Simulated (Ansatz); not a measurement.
# FGeH5Si: how energies converge with the basis set

How large a basis does FGeH5Si need? Two functionals are run in growing sets.

Computed with Ansatz 0.2.0, Gaussian basis. Level: one geometry, several basis sets.

Levels to be run: PBE0-D4/def2-SVP; ωB97M-V/def2-SVP; PBE0-D4/def2-QZVPP; ωB97M-V/def2-QZVPP; the functionals' def2-TZVPP values are taken from earlier runs.

## Step 1: Structure used throughout

The geometry comes from an earlier relaxation with PBE0-D4 in a triple-zeta def2 set; it is a stationary point, not always the lowest conformer.

SMILES `[F][GeH2][SiH3]`, 8 atoms, charge 0, spin multiplicity 1.

Atoms are counted from 1 here; the program's logs count them from 0.

Bond lengths: F1–Ge2 1.751 Å, Ge2–Si3 2.385 Å, Ge2–H4 1.539 Å, Ge2–H5 1.539 Å, Si3–H6 1.484 Å, Si3–H7 1.487 Å, Si3–H8 1.484 Å. Angles: F1–Ge2–Si3 106.5°, F1–Ge2–H4 105.4°, F1–Ge2–H5 105.4°, Si3–Ge2–H4 114.2°, Si3–Ge2–H5 114.3°, H4–Ge2–H5 110.1°, Ge2–Si3–H6 109.6°, Ge2–Si3–H7 108.6°, Ge2–Si3–H8 109.6°, H6–Si3–H7 109.5°, H6–Si3–H8 110.0°, H7–Si3–H8 109.5°.

## Step 2: PBE0-D4 in def2-SVP

in.yaml reads:

```yaml
crystal:
  periodic: [false, false, false]
  atoms:
    - {symbol: F, position_ang: [-2.004373, 1.117371, -0.231059]}
    - {symbol: Ge, position_ang: [-0.457342, 0.603470, -0.870639]}
    - {symbol: Si, position_ang: [0.596014, -0.672235, 0.846599]}
    - {symbol: H, position_ang: [-0.786703, -0.198712, -2.142386]}
    - {symbol: H, position_ang: [0.284002, 1.901037, -1.239474]}
    - {symbol: H, position_ang: [0.791964, 0.176125, 2.048854]}
    - {symbol: H, position_ang: [1.916964, -1.138618, 0.347730]}
    - {symbol: H, position_ang: [-0.248228, -1.845437, 1.184776]}
basis:
  gaussian: {orbitals: def2-SVP}
hamiltonian: {xc: pbe0, dispersion: d4}
output: {orbitals: {seedname: orbitals}}
```

Command:

```
$ ansatz run in.yaml --threads 2 --pin off --events-out ev --progress --plain --max-ram 32768MiB --backend cpu
```

Further steps of the session: ωB97M-V in def2-SVP; PBE0-D4 in def2-QZVPP; ωB97M-V in def2-QZVPP.

Before running them: what should the planned runs give, taken together? Wanted: PBE0-D4: double and triple zeta above quadruple; ωB97M-V: double and triple zeta above quadruple.

**Answer**, as computed:

| quantity | value |
| --- | --- |
| PBE0-D4: double and triple zeta above quadruple | 15.09, 1.66 eV |
| ωB97M-V: double and triple zeta above quadruple | 15.14, 1.61 eV |

In words: PBE0-D4 gains 13.43 eV from double to triple zeta, then 1.66 eV more. Total energies overstate the basis error of differences, where much of it tends to cancel. The LUMO of ωB97M-V is positive and keeps falling with the basis (1.49 to 0.94 eV): an unbound level that the basis holds in place.
